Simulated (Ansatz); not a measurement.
**Cl₃H₃InN: how energies converge with the basis set**

The task here is to estimate one member of a computed series from the others.

Method: one geometry, several basis sets; program: Ansatz 0.2.0, Gaussian basis.

Plan: PBE0-D4/def2-SVP; ωB97M-V/def2-SVP; PBE0-D4/def2-QZVPP; ωB97M-V/def2-QZVPP; the functionals' def2-TZVPP values are taken from earlier runs.

**Structure used throughout**

The geometry comes from an earlier relaxation with PBE0-D4 in a triple-zeta def2 set; it is a stationary point, not always the lowest conformer. In takes the def2 core potential; no spin-orbit term is included.

SMILES `[NH3+][In-]([Cl])([Cl])[Cl]`, 8 atoms, charge 0, spin multiplicity 1.

Atoms are counted from 1 here; the program's logs count them from 0.

Bond lengths: N1–In2 2.286 Å, N1–H6 1.015 Å, N1–H7 1.015 Å, N1–H8 1.015 Å, In2–Cl3 2.328 Å, In2–Cl4 2.328 Å, In2–Cl5 2.328 Å. Angles: In2–N1–H6 110.3°, In2–N1–H7 110.3°, In2–N1–H8 110.3°, H6–N1–H7 108.7°, H6–N1–H8 108.7°, H7–N1–H8 108.7°, N1–In2–Cl3 98.2°, N1–In2–Cl4 98.2°, N1–In2–Cl5 98.2°, Cl3–In2–Cl4 118.0°, Cl3–In2–Cl5 118.0°, Cl4–In2–Cl5 118.0°.

Set-up of the first run:

in.yaml reads:

```yaml
crystal:
  periodic: [false, false, false]
  atoms:
    - {symbol: N, position_ang: [-0.794327, -0.189641, 0.771020]}
    - {symbol: In, position_ang: [0.828722, 0.177865, -0.795890]}
    - {symbol: Cl, position_ang: [2.447945, -1.256494, 0.063502]}
    - {symbol: Cl, position_ang: [-0.360782, -0.515139, -2.672783]}
    - {symbol: Cl, position_ang: [1.103120, 2.464458, -0.458107]}
    - {symbol: H, position_ang: [-1.024034, 0.676000, 1.248722]}
    - {symbol: H, position_ang: [-0.474128, -0.864586, 1.458218]}
    - {symbol: H, position_ang: [-1.634417, -0.549562, 0.329420]}
basis:
  gaussian: {orbitals: def2-SVP}
hamiltonian: {xc: pbe0, dispersion: d4}
output: {orbitals: {seedname: orbitals}}
```

On the command line:

```console
> ansatz run in.yaml --threads 4 --pin off --events-out ev --progress --plain --max-ram 10444MiB
```

Among the steps run: PBE0-D4 in def2-SVP; ωB97M-V in def2-SVP; PBE0-D4 in def2-QZVPP; ωB97M-V in def2-QZVPP.

One of the session's tables, all rows but one given; the rest of the session is left out.

It belongs to the step «Functionals by basis». 

```
functional       basis  HOMO (eV)
   PBE0-D4    def2-SVP      -8.46
   PBE0-D4  def2-TZVPP      -8.72
   PBE0-D4  def2-QZVPP      -8.75
   ωB97M-V    def2-SVP     -10.67
   ωB97M-V  def2-TZVPP          ?
   ωB97M-V  def2-QZVPP     -11.06
```

Q: Estimate the row for ωB97M-V, def2-TZVPP from the others.

As computed: HOMO (eV): -11.00. In the column «HOMO (eV)» it lies between ωB97M-V, def2-QZVPP (-11.06) and ωB97M-V, def2-SVP (-10.67).
